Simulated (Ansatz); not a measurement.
# C2H6ClF3MoO2: small, medium and large basis sets

An exercise on one series of results from a longer session: the logs are not shown, and one member is left open.

Method: one geometry, several basis sets; program: Ansatz 0.2.0, Gaussian basis.

The runs, in order: PBE0-D4/def2-SVP; ωB97M-V/def2-SVP; PBE0-D4/def2-QZVPP; ωB97M-V/def2-QZVPP; the functionals' def2-TZVPP values are taken from earlier runs.

## The geometry

The geometry comes from an earlier relaxation with PBE0-D4 in a triple-zeta def2 set; it is a stationary point, not always the lowest conformer. Mo takes the def2 core potential; no spin-orbit term is included.

SMILES `C[O][Mo]([F])([F])([F])([Cl])[O]C`, 15 atoms, charge 0, spin multiplicity 1.

Atoms are counted from 1 here; the program's logs count them from 0.

Bond lengths: C1–O2 1.395 Å, C1–H10 1.091 Å, C1–H11 1.095 Å, C1–H12 1.094 Å, O2–Mo3 1.809 Å, Mo3–F4 1.863 Å, Mo3–F5 1.859 Å, Mo3–F6 1.860 Å, Mo3–Cl7 2.316 Å, Mo3–O8 1.821 Å, O8–C9 1.400 Å, C9–H13 1.095 Å, C9–H14 1.094 Å, C9–H15 1.091 Å. Angles: O2–C1–H10 109.0°, O2–C1–H11 108.5°, O2–C1–H12 108.8°, H10–C1–H11 110.5°, H10–C1–H12 110.5°, H11–C1–H12 109.5°, C1–O2–Mo3 140.8°, O2–Mo3–F4 96.9°, O2–Mo3–F5 85.9°, O2–Mo3–F6 169.2°, O2–Mo3–Cl7 88.8°, O2–Mo3–O8 99.2°, F4–Mo3–F5 176.6°, F4–Mo3–F6 92.1°, F4–Mo3–Cl7 86.0°, F4–Mo3–O8 85.2°, F5–Mo3–F6 84.9°, F5–Mo3–Cl7 92.2° and more.

Set-up of the first run:

Contents of in.yaml:

```yaml
crystal:
  periodic: [false, false, false]
  atoms:
    - {symbol: C, position_ang: [-2.273065, 1.211849, 1.076335]}
    - {symbol: O, position_ang: [-1.051214, 0.927749, 0.465825]}
    - {symbol: Mo, position_ang: [0.262522, -0.315288, 0.471106]}
    - {symbol: F, position_ang: [1.695588, 0.872698, 0.548796]}
    - {symbol: F, position_ang: [-1.109165, -1.570520, 0.454400]}
    - {symbol: F, position_ang: [1.384982, -1.787099, 0.658566]}
    - {symbol: Cl, position_ang: [0.272868, -0.224140, 2.785330]}
    - {symbol: O, position_ang: [0.609957, -0.377059, -1.315505]}
    - {symbol: C, position_ang: [1.765634, -0.602882, -2.072308]}
    - {symbol: H, position_ang: [-2.690996, 2.115989, 0.631301]}
    - {symbol: H, position_ang: [-2.099742, 1.357296, 2.147807]}
    - {symbol: H, position_ang: [-2.948173, 0.363839, 0.927225]}
    - {symbol: H, position_ang: [2.483735, 0.196634, -1.863492]}
    - {symbol: H, position_ang: [2.199279, -1.565906, -1.785717]}
    - {symbol: H, position_ang: [1.497779, -0.603149, -3.129661]}
basis:
  gaussian: {orbitals: def2-SVP}
hamiltonian: {xc: pbe0, dispersion: d4}
output: {orbitals: {seedname: orbitals}}
```

Started as:

```
$ ansatz run in.yaml --threads 4 --pin off --events-out ev --progress --plain --max-ram 46080MiB --backend cpu
```

Steps of the session up to this table: PBE0-D4 in def2-SVP; ωB97M-V in def2-SVP; PBE0-D4 in def2-QZVPP; ωB97M-V in def2-QZVPP.

One table of the session follows, with a row left open; its other results are not shown here.

It belongs to the step «Density functionals: the series». 

| functional | basis | HOMO (eV) | LUMO (eV) |
| --- | --- | --- | --- |
| PBE0-D4 | def2-SVP | -8.84 | -4.11 |
| PBE0-D4 | def2-TZVPP | ? | ? |
| PBE0-D4 | def2-QZVPP | -8.86 | -4.03 |
| ωB97M-V | def2-SVP | -11.07 | -2.13 |
| ωB97M-V | def2-TZVPP | -11.12 | -2.07 |
| ωB97M-V | def2-QZVPP | -11.14 | -2.06 |

Q: Estimate the row for PBE0-D4, def2-TZVPP from the others.

The run gave: HOMO (eV): -8.86; LUMO (eV): -4.05.
